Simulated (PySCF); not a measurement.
# CCeO (Ce(CO)3+): the cost of one run

Computed with PySCF 2.14.0. Level: BP86, Ce lcecp-1-SVP with ECP47, C def2-SVP, O def2-SVP; scalar-relativistic core potentials, no spin–orbit coupling.

4 further runs of the same task are left out: 2 for a known fault of the program, 2 that didn't finish.

## Step 1: Starting geometry

3 atoms, charge 3, spin multiplicity 1.

Bond lengths: Ce1–C2 2.722 Å, C2–O3 1.128 Å. Angles: Ce1–C2–O3 180.0°.

As a file:

```xyz
3
charge 3, multiplicity 1
Ce    0.0000    0.0000   -0.6896
C     0.0000    0.0000    2.0320
O     0.0000    0.0000    3.1596
```

Formal oxidation states: Ce +3. Each metal's 1 4f electrons lie in its core potential, so multiplicities, spins and levels count the valence alone. An earlier session relaxed this geometry at BP86, Ce lcecp-1-SVP with ECP47, C def2-SVP, O def2-SVP (singlet, point group C∞v).

Its energy there is -144.159038 Eh.

## Step 2: Atoms moved at random, σ = 0.1 Å

Input file run.py (the lines that set the calculation):

```python
mol = gto.M(atom='''
Ce    -0.00154     0.08635    -0.78216
C      0.04693    -0.02984     2.07182
O     -0.04539    -0.05651     3.21233''',
    basis={'Ce': 'lcecp-1-SVP', 'C': 'def2-SVP', 'O': 'def2-SVP'},
    ecp={'Ce': 'lcecp-1-SVP'},
    charge=3, spin=0)
mf = dft.RKS(mol, xc='B88,P86')
mf.grids.atom_grid = (50, 194)  # f atoms: unpruned, at least (60, 302)
mf = mf.density_fit()  # fitting sets: Ce AutoAux, C def2-universal-JKFIT, O def2-universal-JKFIT
mf.conv_tol = 1e-08; mf.max_cycle = 55
mf.kernel(dm0)  # dm0: the density of the relaxed state
```

Run with:

```
$ OMP_NUM_THREADS=2 python run.py
```

**Question.** How long does this run take on 2 threads of Intel Xeon at 2.50GHz (Skylake/Cascade Lake), shared host?

About 3.7 s.
